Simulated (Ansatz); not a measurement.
**CHBClN: vertical ionisation energy**

One table from this session's results is given with a row withheld; the runs are named, their logs left out.

Computed with Ansatz 0.2.0, Gaussian basis. Level: unrestricted cation, the program's frozen cores in correlated methods.

The runs, in order: UKS PBE-D4/def2-TZVPP; UKS r2SCAN-D4/def2-TZVPP; UKS PBE0-D4/def2-TZVPP; UKS B3LYP-D4/def2-TZVPP; UKS wB97X-V/def2-TZVPP; UKS wB97M-V/def2-TZVPP; UKS B2PLYP/def2-TZVPP; UHF-CCSD(T)/def2-TZVPP; UHF-MP2/def2-QZVPP; extrapolation to the limit; then −ε(HOMO) from the neutral's earlier runs with LDA (SPW92), PBE-D4, revPBE-D4, BLYP-D4, r2SCAN-D4, B97M-V, PBE0-D4, B3LYP-D4, r2SCANh-D4, r2SCAN0-D4, HSE06-D4, BHLYP-D4, CAM-B3LYP-D4, LC-ωPBE, ωB97X-V, ωB97M-V.

**Structure used throughout**

The geometry comes from an earlier relaxation with PBE0-D4 in a triple-zeta def2 set; it is a stationary point.

5 atoms, charge 0, spin multiplicity 1.

Atoms are counted from 1 here; the program's logs count them from 0.

Bond lengths: N1–C2 1.152 Å, C2–B3 1.528 Å, B3–Cl4 1.723 Å, B3–H5 1.186 Å. Angles: N1–C2–B3 178.6°, C2–B3–Cl4 119.2°, C2–B3–H5 120.7°, Cl4–B3–H5 120.1°.

The first run:

The input, in.yaml:

```yaml
crystal:
  periodic: [false, false, false]
  atoms:
    - {symbol: N, position_ang: [1.053199, -1.411133, 1.218174]}
    - {symbol: C, position_ang: [0.513389, -0.630856, 0.564159]}
    - {symbol: B, position_ang: [-0.176576, 0.429720, -0.293294]}
    - {symbol: Cl, position_ang: [-1.594458, 0.005202, -1.176196]}
    - {symbol: H, position_ang: [0.254445, 1.533467, -0.354241]}
basis:
  gaussian: {orbitals: def2-TZVPP}
total_charge: 1
magnetization: {spin_polarized: true, initial_magnetization: 1}
hamiltonian: {xc: pbe, dispersion: d4}
```

Among the steps run: Cation, UKS PBE-D4/def2-TZVPP; Cation, UKS r2SCAN-D4/def2-TZVPP; Cation, UKS PBE0-D4/def2-TZVPP; Cation, UKS B3LYP-D4/def2-TZVPP; Cation, UKS wB97X-V/def2-TZVPP; Cation, UKS wB97M-V/def2-TZVPP; Cation, UKS B2PLYP (frozen core)/def2-TZVPP; Cation, UHF-CCSD(T)/def2-TZVPP; Cation, UHF-MP2/def2-QZVPP.

One table of the session follows, with a row left open; its other results are not shown here.

It belongs to the step «Ionisation energies side by side». For comparison, −ε(HOMO) of the neutral from earlier runs:

| functional | −ε(HOMO) (eV) |
| --- | --- |
| LDA (SPW92) | 8.34 |
| PBE-D4 | 8.22 |
| revPBE-D4 | 8.17 |
| BLYP-D4 | 8.09 |
| r2SCAN-D4 | 8.57 |
| B97M-V | 8.64 |
| PBE0-D4 | 9.68 |
| B3LYP-D4 | 9.42 |
| r2SCANh-D4 | 9.10 |
| r2SCAN0-D4 | 9.91 |
| HSE06-D4 | 9.27 |
| BHLYP-D4 | 11.02 |
| CAM-B3LYP-D4 | 11.11 |
| LC-ωPBE | 12.54 |
| ωB97X-V | ? |
| ωB97M-V | 11.98 |

Estimate the missing values for ωB97X-V.

As computed: −ε(HOMO) (eV): 12.14. In the column «−ε(HOMO) (eV)» it lies between ωB97M-V (11.98) and LC-ωPBE (12.54).
